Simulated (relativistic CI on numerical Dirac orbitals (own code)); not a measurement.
**Ti VIII (Ti⁷⁺): levels and lines**

What are the lowest levels and the strongest lines of Ti⁷⁺? One CI run answers it; further runs change one setting each.

Program: relativistic CI on numerical Dirac orbitals (own code) version 4. Level of theory: Dirac-Coulomb-Breit CI, KLI orbitals optimised for each configuration, model QED (radiative potential, 1s self-energy scaled to tabulated hydrogen-like ionisation energies). These are calculated values, not measurements, unless marked.

## Step 1: The system

* ion: Ti⁷⁺ (Ti VIII)
* nuclear charge: 22
* electrons: 15
* isotope: A = 48
* first configuration typed: [Ne] 3s2 3p3

The outer shells:

first configuration typed
```
[Ne] core
3s [↑↓]
3p [↑ ][↑ ][↑ ]
```

## Step 2: The main run

Settings of the run:

```ini
atom Ti  Z=22  charge=7  electrons=15
nucleus A=48  rms_radius_fm=3.5921
hamiltonian dirac-coulomb  breit=on  qed=on  c_scale=1
orbitals kli  potential=per-configuration
slater_scale 1
correlation none
mixing on
configurations
  [Ne] 3s2 3p3
  [Ne] 3s 3p4
  [Ne] 3s2 3p2 3d
  [Ne] 3p5
  [Ne] 3s 3p3 3d
  [Ne] 3p4 3d
  [Ne] 3s 3p2 3d2
  [Ne] 3s2 3p2 4s
  [Ne] 3s2 3p2 4p
  [Ne] 3s2 3p 3d 4p
  [Ne] 3p4 4s
  [Ne] 3s2 3p2 4d
  [Ne] 3p4 4p
  [Ne] 3s 3p3 4s
  [Ne] 3s 3p2 3d 4s
  [Ne] 3s2 3p2 4f
  [Ne] 3s 3p3 4p
  [Ne] 3s2 3p2 5s
  [Ne] 3s2 3p2 5p
  [Ne] 3s2 3p 4s 4p
  [Ne] 3s2 3p2 5d
  [Ne] 3s 3p3 4d
  [Ne] 3s2 3p2 5f
  [Ne] 3s2 3p2 5g
  [Ne] 3p3 3d 4p
  [Ne] 3s 3p3 4f
  [Ne] 3s2 3p2 6s
  [Ne] 3s2 3p2 6p
  [Ne] 3s 3p2 4s2
  [Ne] 3s2 3p 3d2
  [Ne] 3s2 3d3
  [Ne] 3s 3p 3d3
  [Ne] 3s2 3d2 4s
  [Ne] 3s2 3d2 4p
  [Ne] 3s2 3d2 4d
  [Ne] 3p3 3d2
  [Ne] 3p2 3d3
  [Ne] 3p2 3d2 4s
  [Ne] 3p2 3d2 4p
  [Ne] 3p2 3d2 4d
  [Ne] 3s2 3p 3d 4s
  [Ne] 3s 3p 3d2 4s
  [Ne] 3s2 3d 4s2
  [Ne] 3s2 3d 4s 4p
  [Ne] 3s2 3d 4s 4d
  [Ne] 3s 3p2 3d 4p
  [Ne] 3s 3p 3d2 4p
  [Ne] 3s 3p 3d 4s 4p
  [Ne] 3s 3p 3d 4p2
  [Ne] 3s 3p 3d 4p 4d
  [Ne] 3s2 3p 4s2
  [Ne] 3s 3p 3d 4s2
  [Ne] 3s2 4s2 4p
  [Ne] 3s2 4s2 4d
  [Ne] 3p3 3d 4s
  [Ne] 3p2 3d 4s2
  [Ne] 3p2 3d 4s 4p
  [Ne] 3p2 3d 4s 4d
  [Ne] 3s2 3p 4p2
  [Ne] 3s2 3d 4p2
  [Ne] 3s2 4s 4p2
  [Ne] 3s2 4p3
  [Ne] 3s2 4p2 4d
end
```

Run with:

```bash
python run_levels.py task.json out
```

task.json lists these runs, among others, and the program works through them in turn.

The program writes no log. Results of the run, from its result record (rounded, main fields):

```text
{
  "status": "converged",
  "levels [i, E_cm, J2, conf, term, w_term, jj, w_jj, g, tau_s, breit_cm, qed_cm]": [
    [0, 0, 3, "3s2 3p3", "4S*", 0.958, "3p1/2 3p3/2^2", 0.5221, 1.998, "-", 0, 0],
    [1, 35078.006, 3, "3s2 3p3", "2D*", 0.9192, "3p1/2 3p3/2^2", 0.4333, 0.8226, 0.4326, 40.05, -3.385],
    [2, 36091.802, 5, "3s2 3p3", "2D*", 0.9604, "3p1/2 3p3/2^2", 0.9604, 1.2, 11.68, -65.43, 1.646],
    [3, 57923.508, 1, "3s2 3p3", "2P*", 0.949, "3p1/2 3p3/2^2", 0.949, 0.6652, 0.03313, -25.8, -3.778],
    [4, 59269.978, 3, "3s2 3p3", "2P*", 0.9027, "3p3/2^3", 0.6598, 1.314, 0.01365, -117.2, 2.555],
    [5, 193966.62, 5, "3s 3p4", "4P", 0.8709, "3s 3p3/2^2", 0.6286, 1.599, 1.252e-09, 28.65, -240.5],
    [6, 197539.97, 3, "3s 3p4", "4P", 0.8707, "3s 3p1/2 3p3/2^3", 0.7587, 1.734, 1.202e-09, -50.95, -231],
    [7, 199389.96, 1, "3s 3p4", "4P", 0.8681, "3s 3p3/2^4", 0.349, 2.668, 1.17e-09, -107.6, -226.6],
    [8, 243354.23, 3, "3s 3p4", "2D", 0.7444, "3s 3p1/2 3p3/2^3", 0.4717, 0.8021, 5.844e-10, -59.35, -206],
    [9, 243802.62, 5, "3s 3p4", "2D", 0.7459, "3s 3p1/2 3p3/2^3", 0.5444, 1.201, 6.149e-10, -123.6, -204.3],
    [10, 281858.43, 3, "3s2 3p2 3d", "2P", 0.5486, "3p1/2 3p3/2 3d5/2", 0.2233, 1.331, 2.192e-10, -175.2, -119.7],
    [11, 285196.89, 1, "3s2 3p2 3d", "2P", 0.5064, "3p3/2^2 3d5/2", 0.2644, 0.7564, 2.063e-10, -234, -121.8],
    [12, 296272.31, 1, "3s 3p4", "2S", 0.7399, "3s 3p3/2^2", 0.3978, 1.91, 1.991e-10, -133.8, -201.6],
    [13, 311015.43, 3, "3s2 3p2 3d", "4F", 0.9531, "3p1/2^2 3d3/2", 0.375, 0.4084, 3.721e-08, -193.6, -9.453],
    [14, 312347.36, 5, "3s2 3p2 3d", "4F", 0.944, "3p1/2 3p3/2 3d3/2", 0.5689, 1.036, 6.065e-08, -271.5, -5.625],
    [15, 314295.32, 7, "3s2 3p2 3d", "4F", 0.9445, "3p1/2 3p3/2 3d5/2", 0.6053, 1.242, 1.677e-07, -384.3, -0.02077],
    [16, 316864.46, 9, "3s2 3p2 3d", "4F", 0.9619, "3p3/2^2 3d5/2", 0.5807, 1.333, 0.02499, -537.1, 7.137],
    [17, 322472.67, 5, "3s2 3p2 3d", "2F", 0.5379, "3p1/2 3p3/2 3d3/2", 0.5758, 1.082, 2.984e-08, -295.8, -7.152],
    [18, 322808.55, 1, "3s2 3p2 3d", "4D", 0.9567, "3p1/2 3p3/2 3d3/2", 0.7604, 0.0001107, 1.096e-08, -273.5, -6.103],
    [19, 323240.42, 3, "3s2 3p2 3d", "4D", 0.9456, "3p1/2 3p3/2 3d3/2", 0.3476, 1.191, 1.05e-08, -317.3, -4.579],
    [20, 323397.53, 7, "3s2 3p2 3d", "4D", 0.6227, "3p1/2 3p3/2 3d5/2", 0.6397, 1.329, 1.598e-07, -377, -3.389],
    [21, 325309.4, 5, "3s2 3p2 3d", "4D", 0.5198, "3p1/2 3p3/2 3d5/2", 0.4946, 1.139, 1.894e-08, -411, 0.7511],
    [22, 329287.77, 7, "3s2 3p2 3d", "2F", 0.6343, "3p3/2^2 3d5/2", 0.8796, 1.238, 2.137e-06, -571.6, 10.72],
    [23, 361819.39, 7, "3s2 3p2 3d", "2G", 0.9617, "3p1/2 3p3/2 3d3/2", 0.5326, 0.8895, 2.212e-08, -386.4, 0.3071],
    [24, 362591.25, 9, "3s2 3p2 3d", "2G", 0.9617, "3p1/2 3p3/2 3d5/2", 0.5808, 1.112, 0.02229, -489.2, 3.962],
    [25, 373757.59, 3, "3s 3p4", "2P", 0.4681, "3p1/2 3p3/2 3d5/2", 0.3209, 1.328, 2.02e-11, -169.9, -142.2],
    [26, 378337.47, 1, "3s2 3p2 3d", "2P", 0.4783, "3p3/2^2 3d5/2", 0.2765, 0.6968, 2.009e-11, -302.8, -126.6],
    [27, 379179.23, 5, "3s2 3p2 3d", "4P", 0.8406, "3p1/2 3p3/2 3d5/2", 0.4528, 1.594, 1.51e-11, -339.4, -31.54],
    [28, 381100, 3, "3s2 3p2 3d", "4P", 0.8384, "3p1/2 3p3/2 3d3/2", 0.2876, 1.722, 1.484e-11, -353.6, -28.75],
    [29, 382183.91, 1, "3s2 3p2 3d", "4P", 0.8352, "3p3/2^2 3d3/2", 0.477, 2.635, 1.464e-11, -368.8, -28.26],
    [30, 388666.22, 3, "3s2 3p2 3d", "2D", 0.8949, "3p1/2^2 3d3/2", 0.316, 0.8151, 1.029e-10, -268.2, -19.67],
    [31, 393272.16, 5, "3s2 3p2 3d", "2D", 0.8893, "3p3/2^2 3d5/2", 0.6008, 1.205, 7.215e-11, -457.2, -11.8],
    [32, 410065.72, 5, "3s2 3p2 3d", "2D", 0.8098, "3p1/2 3p3/2 3d5/2", 0.416, 1.2, 2.082e-11, -382.1, -40.92],
    [33, 410580.01, 3, "3s2 3p2 3d", "2D", 0.7845, "3p1/2 3p3/2 3d3/2", 0.3425, 0.8024, 1.832e-11, -330.5, -47],
    [34, 426134.62, 1, "3s2 3p2 3d", "2P", 0.4331, "3p1/2 3p3/2 3d5/2", 0.7502, 1.361, 1.969e-11, -309.9, -39.14],
    [35, 428576.2, 1, "3s2 3p2 3d", "2P", 0.4554, "3p1/2 3p3/2 3d3/2", 0.4689, 1.309, 1.858e-11, -346.2, -38.15],
    [36, 429700.58, 3, "3s2 3p2 3d", "2P", 0.8892, "3p3/2^2 3d5/2", 0.4604, 1.33, 1.798e-11, -417.3, -15.83],
    [37, 431624.34, 5, "3s2 3p2 3d", "2F", 0.9048, "3p1/2 3p3/2 3d3/2", 0.3091, 0.8742, 1.209e-11, -351.6, -5.183],
    [38, 432594.44, 7, "3s2 3p2 3d", "2F", 0.9526, "3p1/2 3p3/2 3d5/2", 0.5823, 1.143, 1.208e-11, -466.5, 0.277],
    [39, 439756.11, 1, "3s 3p3 3d", "6D*", 0.992, "3s 3p1/2 3p3/2^2 3d3/2", 0.5302, 3.336, 1.446e-07, -226.6, -261.2],
    [40, 439824.48, 3, "3s 3p3 3d", "6D*", 0.9919, "3s 3p1/2 3p3/2^2 3d3/2", 0.4668, 1.867, 1.716e-07, -253.6, -260.8],
    [41, 439937.98, 5, "3s 3p3 3d", "6D*", 0.9917, "3s 3p1/2 3p3/2^2 3d3/2", 0.3566, 1.658, 2.498e-07, -295.1, -260.2],
    [42, 440100.27, 7, "3s 3p3 3d", "6D*", 0.9913, "3s 3p1/2 3p3/2^2 3d5/2", 0.3369, 1.588, 5.152e-07, -346.2, -259.3],
    [43, 440326.55, 9, "3s 3p3 3d", "6D*", 0.9913, "3s 3p1/2 3p3/2^2 3d5/2", 0.5535, 1.556, 9.096e-07, -398.7, -258],
    [44, 448313.82, 5, "3s2 3p2 3d", "2D", 0.8754, "3p3/2^2 3d5/2", 0.4947, 1.183, 1.356e-11, -452.5, -6.67],
    "... 355 more rows left out ..."
  ],
  "lines, the strongest and those to the lowest levels [upper, lower, type, S_au, A_per_s, branching]": [
    [27, 0, "E1", 3.577, 6.585e+10, 0.9946],
    [28, 0, "E1", 2.398, 6.723e+10, 0.9975],
    [37, 1, "E1", 3.685, 7.759e+10, 0.9383],
    [38, 2, "E1", 5.243, 8.277e+10, 1],
    [44, 4, "E1", 3.586, 7.131e+10, 0.9667],
    [84, 5, "E1", 3.852, 6.026e+10, 0.955],
    [85, 6, "E1", 2.051, 4.209e+10, 0.6785],
    [101, 8, "E1", 2.145, 4.379e+10, 0.8987],
    [102, 9, "E1", 3.164, 4.89e+10, 0.9302],
    [136, 15, "E1", 3.057, 4.39e+10, 0.6005],
    [137, 16, "E1", 4.812, 5.445e+10, 0.7444],
    [141, 23, "E1", 3.343, 3.746e+10, 0.6813],
    [142, 24, "E1", 4.358, 3.907e+10, 0.7105],
    [149, 27, "E1", 4.798, 5.264e+10, 0.5617],
    [211, 37, "E1", 3.918, 4.175e+10, 0.5145],
    [212, 38, "E1", 6.566, 5.592e+10, 0.7104],
    [213, 45, "E1", 3.531, 4.399e+10, 0.5784],
    [214, 44, "E1", 4.321, 4.098e+10, 0.5325],
    [227, 32, "E1", 2.308, 4.892e+10, 0.4249],
    [233, 43, "E1", 2.548, 3.422e+10, 0.5838],
    [235, 43, "E1", 5.142, 5.654e+10, 0.8293],
    [316, 2, "E1", 0.2265, 3.482e+10, 0.8747],
    [320, 60, "E1", 2.831, 1.92e+10, 0.7477],
    [374, 13, "E1", 1.51, 1.188e+11, 0.87],
    [377, 14, "E1", 2.026, 1.195e+11, 0.8745],
    [385, 15, "E1", 2.708, 1.277e+11, 0.9371],
    [390, 27, "E1", 2.029, 8.671e+10, 0.6092],
    [391, 16, "E1", 3.433, 1.349e+11, 0.9913]
  ],
  "n_levels_all": 7420,
  "total_energy [Ha]": -836.27271061,
  "configurations [conf, odd, states, E_av_cm, breit_Ha, qed_Ha, corr_Ha]": [
    ["3s2 3p3", 1, 20, 65031.2, 0.2617, 0.1761, "-"],
    ["3s 3p4", 0, 30, 294798, 0.2618, 0.1749, "-"],
    ["3s2 3p2 3d", 0, 150, 386354, 0.26, 0.1761, "-"],
    ["3p5", 1, 6, 563456, 0.262, 0.1736, "-"],
    ["3s 3p3 3d", 1, 400, 598852, 0.2601, 0.1749, "-"],
    ["3p4 3d", 0, 150, 850300, 0.2603, 0.1736, "-"],
    ["3s 3p2 3d2", 0, 1350, 914140, 0.2584, 0.1749, "-"],
    ["3s2 3p2 4s", 0, 30, 709452, 0.2605, 0.1766, "-"],
    ["3s2 3p2 4p", 1, 90, 783957, 0.2605, 0.1763, "-"],
    ["3s2 3p 3d 4p", 0, 360, 1.10995e+06, 0.2587, 0.1763, "-"],
    ["3p4 4s", 0, 30, 1.18731e+06, 0.2608, 0.174, "-"],
    ["3s2 3p2 4d", 0, 150, 887022, 0.26, 0.1763, "-"],
    ["3p4 4p", 1, 90, 1.25583e+06, 0.2609, 0.1737, "-"],
    ["3s 3p3 4s", 1, 80, 928594, 0.2606, 0.1753, "-"],
    "... 49 more rows left out ..."
  ],
  "radial 3s2 3p3 [Ha, bohr]": {"<r^-3>(3p)": 39.964, "<r^1>(3p)": 0.94312, "<r^2>(3p)": 1.0258, "<r^4>(3p)": 1.6524, "F2(3p,3p)": 0.48646, "zeta(3p)": 0.020464},
  "radial 3s 3p4 [Ha, bohr]": {"<r^1>(3s)": 0.91946, "<r^2>(3s)": 0.96291, "<r^4>(3s)": 1.4028, "<r^-3>(3p)": 39.911, "<r^1>(3p)": 0.94397, "<r^2>(3p)": 1.0279, "<r^4>(3p)": 1.6602, "F2(3p,3p)": 0.48595, "G1(3s,3p)": 0.64469, "zeta(3p)": 0.020429},
  "ionisation_energy [eV]": 167.836
}
```

It took 9.5 s on 1 thread of Arm Neoverse V1, shared host.

The lowest levels, by name:

```csv
level,energy (cm⁻¹),LS purity (%),jj purity (%),radiative lifetime (s)
3p3 4S°3/2,0.0,96,52,-
3p3 2D°3/2,35078,92,43,0.43
3p3 2D°5/2,36092,96,96,12
3p3 2P°1/2,57924,95,95,0.033
3p3 2P°3/2,59270,90,66,0.014
3s 3p4 4P5/2,193967,87,63,1.3e-09
3s 3p4 4P3/2,197540,87,76,1.2e-09
3s 3p4 4P1/2,199390,87,35,1.2e-09
3s 3p4 2D3/2,243354,74,47,5.8e-10
3s 3p4 2D5/2,243803,75,54,6.1e-10
3p2 3d 2P3/2,281858,55,22,2.2e-10
3p2 3d 2P1/2,285197,51,26,2.1e-10
3s 3p4 2S1/2,296272,74,40,2e-10
3p2 3d 4F3/2,311015,95,38,3.7e-08
```

Where the configurations lie:

```csv
configuration,levels among the lowest 60,parity,lowest (cm⁻¹),highest (cm⁻¹)
3p3,5,odd,0.0,59270
3s 3p4,7,even,193967,373758
3p2 3d,29,even,281858,449633
3s 3p3 3d,17,odd,439756,523398
3p5,2,odd,455603,461187
```

The strongest allowed lines among the lowest 400 of 7420 levels, ranked by gA:

```csv
upper,lower,wavelength (nm),A (1/s)
3p2 4f 4G°11/2,3p2 3d 4F9/2,16.26,1.35e+11
3p2 4f 4G°9/2,3p2 3d 4F7/2,16.26,1.28e+11
3p2 4f 4G°7/2,3p2 3d 4F5/2,16.26,1.19e+11
3p2 4f 4G°5/2,3p2 3d 4F3/2,16.25,1.19e+11
3p2 4f 4D°7/2,3p2 3d 4P5/2,18.10,8.67e+10
3p2 3d 2F7/2 (ii),3p3 2D°5/2,25.22,8.28e+10
3s 3p2 3d2 6D9/2 (ii),3s 3p3 3d 6D°9/2,26.41,5.65e+10
3p 3d2 2G°9/2 (ii),3p2 3d 2F7/2 (ii),28.76,5.59e+10
3p 3d2 4F°9/2,3p2 3d 4F9/2,26.16,5.44e+10
3s 3p3 3d 4D°7/2 (iii),3s 3p4 4P5/2,25.30,6.03e+10
```

## Step 3: Comparison with measurement

Measured levels (Corliss and Sugar, J. Phys. Chem. Ref. Data 8, 1 (1979)), paired by configuration, J and term, in cm⁻¹ above the ground level:

```csv
level,computed,measured,difference
3p3 4S°3/2,0,0,+0
3s 3p4 4P5/2,193967,194475,-508
3s 3p4 4P3/2,197540,198098,-558
3s 3p4 4P1/2,199390,199954,-564
3p2 3d 4P5/2,379179,371012,+8167
3p2 3d 4P3/2,381100,372887,+8213
3p2 3d 4P1/2,382184,373971,+8213
3p2 4s 4P1/2,658159,660135,-1976
3p2 4s 4P3/2,660821,662835,-2014
3p2 4s 4P5/2,664475,666493,-2018
```

## Step 4: Correlation estimate p86

The settings differ from step 2 so:

```diff
@@ -5,3 +5,3 @@
 slater_scale 1
-correlation none
+correlation p86
 mixing on
```

Results of the run:

```text
{
  "status": "converged",
  "levels [i, E_cm, J2, conf, term, w_term, w_jj]": [
    [0, 0, 3, "3s2 3p3", "4S*", 0.9581, 0.5222],
    [1, 35091.541, 3, "3s2 3p3", "2D*", 0.9194, 0.4334],
    [2, 36105.083, 5, "3s2 3p3", "2D*", 0.9606, 0.9606],
    [3, 57948.76, 1, "3s2 3p3", "2P*", 0.9493, 0.9493],
    [4, 59295.756, 3, "3s2 3p3", "2P*", 0.9031, 0.6599],
    [5, 194753.98, 5, "3s 3p4", "4P", 0.8709, 0.6287],
    [6, 198327.47, 3, "3s 3p4", "4P", 0.8708, 0.7587],
    [7, 200177.57, 1, "3s 3p4", "4P", 0.8681, 0.349],
    [8, 244147.83, 3, "3s 3p4", "2D", 0.7444, 0.4717],
    [9, 244596.15, 5, "3s 3p4", "2D", 0.7459, 0.5444],
    [10, 282638.73, 3, "3s2 3p2 3d", "2P", 0.5491, 0.2235],
    [11, 285978.07, 1, "3s2 3p2 3d", "2P", 0.5069, 0.2646],
    [12, 297056.52, 1, "3s 3p4", "2S", 0.7399, 0.3978],
    [13, 311771.79, 3, "3s2 3p2 3d", "4F", 0.9533, 0.3751],
    [14, 313103.93, 5, "3s2 3p2 3d", "4F", 0.9442, 0.569],
    [15, 315052.16, 7, "3s2 3p2 3d", "4F", 0.9447, 0.6054],
    "... 384 more rows left out ..."
  ],
  "n_levels_all": 7420,
  "total_energy [Ha]": -836.99634637,
  "configurations [conf, odd, states, E_av_cm, breit_Ha, qed_Ha, corr_Ha]": [
    ["3s2 3p3", 1, 20, 64969.1, 0.2617, 0.1761, -0.7239],
    ["3s 3p4", 0, 30, 295555, 0.2618, 0.1749, -0.7202],
    ["3s2 3p2 3d", 0, 150, 387045, 0.26, 0.1761, -0.7205],
    ["3p5", 1, 6, 565059, 0.262, 0.1736, -0.7163],
    ["3s 3p3 3d", 1, 400, 600307, 0.2601, 0.1749, -0.717],
    ["3p4 3d", 0, 150, 852546, 0.2603, 0.1736, -0.7134],
    ["3s 3p2 3d2", 0, 1350, 916221, 0.2584, 0.1749, -0.7142],
    ["3s2 3p2 4s", 0, 30, 715682, 0.2605, 0.1766, -0.6952],
    ["3s2 3p2 4p", 1, 90, 790571, 0.2605, 0.1763, -0.6935],
    ["3s2 3p 3d 4p", 0, 360, 1.11705e+06, 0.2587, 0.1763, -0.6913],
    ["3p4 4s", 0, 30, 1.19504e+06, 0.2608, 0.174, -0.6884],
    ["3s2 3p2 4d", 0, 150, 893878, 0.26, 0.1763, -0.6924],
    ["3p4 4p", 1, 90, 1.26392e+06, 0.2609, 0.1737, -0.6868],
    ["3s 3p3 4s", 1, 80, 935582, 0.2606, 0.1753, -0.6918],
    "... 49 more rows left out ..."
  ],
  "ionisation_energy [eV]": 169.203
}
```

It took 9.3 s on 1 thread of Arm Neoverse V1, shared host.

How the levels moved (cm⁻¹, from the main run's lowest level):

```csv
level,main run,shift
3p3 2D°3/2,35078,+13.5
3p3 2D°5/2,36092,+13.3
3p3 2P°1/2,57924,+25.3
3p3 2P°3/2,59270,+25.8
3s 3p4 4P5/2,193967,+787.4
3s 3p4 4P3/2,197540,+787.5
3s 3p4 4P1/2,199390,+787.6
3s 3p4 2D3/2,243354,+793.6
3s 3p4 2D5/2,243803,+793.5
3p2 3d 2P3/2,281858,+780.3
3p2 3d 2P1/2,285197,+781.2
3s 3p4 2S1/2,296272,+784.2
```

(Part 1 of 2 ends here.)
